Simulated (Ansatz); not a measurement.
**Al₂F₄H₄N₂: shape, modes and thermochemistry**

Aim: relax Al₂F₄H₄N₂ from a cheap starting geometry, then compute its harmonic vibrations to see whether it is a minimum and to get the zero-point energy and entropy, and look at its orbitals and charge.

The runs use Ansatz 0.2.0, Gaussian basis; RKS PBE0-D4/def2-TZVP.

The runs, in order: relaxation at PBE0-D4/def2-TZVP; harmonic vibrations at the same level; a single point in def2-TZVPP for the fields.

### 1 Where the work starts

SMILES `[F][Al-]1([F])[NH2+][Al-]([F])([F])[NH2+]1`, 12 atoms, charge 0, spin multiplicity 1.

Atoms are counted from 1 here; the program's logs count them from 0.

Bond lengths: F1–Al2 1.643 Å, Al2–F3 1.644 Å, Al2–N4 1.940 Å, Al2–N8 1.942 Å, N4–Al5 1.942 Å, N4–H9 1.019 Å, N4–H10 1.019 Å, Al5–F6 1.643 Å, Al5–F7 1.644 Å, Al5–N8 1.940 Å, N8–H11 1.019 Å, N8–H12 1.019 Å. Angles: F1–Al2–F3 124.7°, F1–Al2–N4 108.9°, F1–Al2–N8 108.8°, F3–Al2–N4 108.6°, F3–Al2–N8 108.5°, N4–Al2–N8 92.6°, Al2–N4–Al5 87.3°, Al2–N4–H9 116.2°, Al2–N4–H10 115.2°, Al5–N4–H9 116.2°, Al5–N4–H10 115.1°, H9–N4–H10 106.4°, N4–Al5–F6 108.8°, N4–Al5–F7 108.5°, N4–Al5–N8 92.6°, F6–Al5–F7 124.6°, F6–Al5–N8 108.9°, F7–Al5–N8 108.7° and more.

As a file:

```
F     0.5888   -0.6746    2.3927
Al    0.9052   -0.6054    0.7818
F     2.2464   -1.2286    0.0640
N     0.6700    1.2214    0.1731
Al   -0.9218    0.6108   -0.7573
F    -2.2463    1.2179    0.0030
F    -0.6479    0.7050   -2.3756
N    -0.6585   -1.2254   -0.1892
H     0.5252    1.9226    0.8981
H     1.4118    1.5782   -0.4284
H    -1.4039   -1.6308    0.3753
H    -0.4690   -1.8911   -0.9374
```

The start is a GFN2-xTB geometry.

### 2 Optimising with PBE0-D4/def2-TZVP

in.yaml reads:

```yaml
crystal:
  periodic: [false, false, false]
  atoms:
    - {symbol: F, position_ang: [0.588790, -0.674600, 2.392730]}
    - {symbol: Al, position_ang: [0.905250, -0.605360, 0.781790]}
    - {symbol: F, position_ang: [2.246440, -1.228600, 0.063980]}
    - {symbol: N, position_ang: [0.669960, 1.221430, 0.173080]}
    - {symbol: Al, position_ang: [-0.921850, 0.610780, -0.757270]}
    - {symbol: F, position_ang: [-2.246270, 1.217880, 0.003040]}
    - {symbol: F, position_ang: [-0.647850, 0.704980, -2.375640]}
    - {symbol: N, position_ang: [-0.658540, -1.225360, -0.189240]}
    - {symbol: H, position_ang: [0.525180, 1.922570, 0.898060]}
    - {symbol: H, position_ang: [1.411780, 1.578200, -0.428400]}
    - {symbol: H, position_ang: [-1.403890, -1.630810, 0.375270]}
    - {symbol: H, position_ang: [-0.469000, -1.891120, -0.937420]}
basis:
  gaussian: {orbitals: def2-TZVP}
hamiltonian: {xc: pbe0, dispersion: d4}
relax: {f_tol: 0.005, max_steps: 150}
```

On the command line:

```bash
> ansatz run in.yaml --threads 4 --pin off --events-out ev --progress --plain --max-ram 11315MiB
```

After this run come: Force constants and modes; Orbitals, density and potential.

Before running them: what should the planned runs give, taken together? Wanted: point group; shift from the start; total energy; dispersion term; dipole moment; lowest, highest wavenumber; zero-point energy; HOMO, LUMO.

**Answer**, as computed:

```
                  quantity             value
               point group               D2h
                     steps                 6
shift from the start (rms)           0.072 Å
              total energy    -27107.0972 eV
           dispersion term          -265 meV
             dipole moment            0.00 D
lowest, highest wavenumber     50, 3602 cm⁻¹
         zero-point energy     42.3 kcal/mol
       entropy at 298.15 K   405.8 J/(mol K)
                HOMO, LUMO  -10.03, -0.45 eV
```

The atoms moved 0.07 Å (rms) from the start; the bond that changed most is Al2–N8, from 1.942 to 1.927 Å. No mode is imaginary: a true minimum at this level. The stiffest mode, 3602 cm⁻¹, is an N–H stretch, and 5 modes under 200 cm⁻¹ make the vibrational entropy uncertain. Harmonic hybrid wavenumbers usually lie a few per cent above measured fundamentals. The largest Mulliken charge, +0.69 e, sits on Al5. The HOMO lies mostly on N4, N8 about 27 % each; 4 F atoms about 7 % each and the LUMO on 4 H atoms about 12 % each; 4 F atoms about 8 % each.
